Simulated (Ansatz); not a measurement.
# AsH+ (quartet): the correlation ladder at distance As1–H2 = 4.413 Å, cc-pVTZ

How much of the correlation energy of AsH+ (quartet) does each wave-function method recover here?

The runs use Ansatz 0.2.0, Gaussian basis; cc-pVTZ, core rule «outside noble gas», up to 14 orbitals frozen.

The runs, in order: UHF; CCSD(T) on ROHF; CCSD(T) on UHF; BCCD(T) on ROHF; CISD; CCSDT(Q) on ROHF; CCSDT(Q) on UHF; CASSCF and MRCISD+Q, 5 electrons in 5 orbitals; CASSCF and NEVPT2, 5 electrons in 5 orbitals; Full CI.

26 further runs of the same task are left out: 1 for a mislabelled method, 21 that didn't finish, 4 set aside as unsound or not needed.

## 1. The system

The geometry derives from a PBE0/def2-TZVP stationary point (not a proven minimum). One bond is set to the value named and the two fragments are kept rigid. No spin-orbit coupling is included. The filled d shell of As may be among the frozen orbitals whatever the setting's name suggests; the logs give the count.

2 atoms, charge 1, spin multiplicity 4.

Atoms are counted from 1 here; the program's logs count them from 0.

No contacts short enough for the rule that draws bonds.

## 2. UHF

in.yaml reads:

```yaml
crystal:
  periodic: [false, false, false]
  atoms:
    - {symbol: As, position_ang: [0.000000, 0.000000, 0.000000]}
    - {symbol: H, position_ang: [0.000000, 0.000000, 4.413000]}
basis:
  gaussian: {orbitals: cc-pVTZ}
total_charge: 1
magnetization: {spin_polarized: true, initial_magnetization: 3}
hamiltonian: {xc: hf}
output: {orbitals: {seedname: orbitals}}
```

Command:

```bash
> ansatz run in.yaml --threads 1 --pin off --events-out ev --progress --plain --max-ram 2393MiB
```

After this run come: CCSD(T) on ROHF; CCSD(T) on UHF; BCCD(T) on ROHF; CISD; CCSDT(Q) on ROHF; CCSDT(Q) on UHF; CASSCF and MRCISD+Q, 5 electrons in 5 orbitals; CASSCF and NEVPT2, 5 electrons in 5 orbitals; Full CI.

Before running them: what should the planned runs give, taken together? Wanted: FCI below the RHF energy; RMP2 from FCI; UMP2 from FCI; RCCSD from FCI; RCCSD(T) from FCI; UCCSD(T) from FCI; RCCSDT(Q) from FCI; UCCSDT(Q) from FCI; NEVPT2 valence from FCI.

The runs gave:

| quantity | value |
| --- | --- |
| FCI below the RHF energy | -2.0664 eV |
| RMP2 from FCI | +485.4 meV |
| UMP2 from FCI | +475.7 meV |
| RCCSD from FCI | +62.1 meV |
| RCCSD(T) from FCI | +13.3 meV |
| UCCSD(T) from FCI | +1.0 meV |
| RCCSDT(Q) from FCI | -0.2 meV |
| UCCSDT(Q) from FCI | -12.4 meV |
| NEVPT2 valence from FCI | +410.7 meV |
| MRCISD+Q valence from FCI | +9.5 meV |
| levels within 1 kcal/mol (43 meV) | RCCSD(T), UCCSD(T), BCCD(T), RCCSDT, UCCSDT, RCCSDT(Q), UCCSDT(Q), MRCISD+Q valence |
| T1 diagnostic | 0.017 |
| effectively unpaired electrons | 3.02 |

In words: RCCSD(T) lands +13.3 meV from the yardstick (0.6 % of the correlation energy). UCCSDT, UCCSDT(Q) fall below full CI: unrestricted runs freeze a spin-polarised core, another one than full CI's, and coupled cluster isn't variational. One determinant dominates. Of the multireference levels listed MRCISD+Q valence comes nearest in total energy (+9.5 meV), which doesn't show that its space is the better one. These misses are within one basis, not against nature; the frozen cores of restricted and unrestricted runs differ, which can shift their rows.
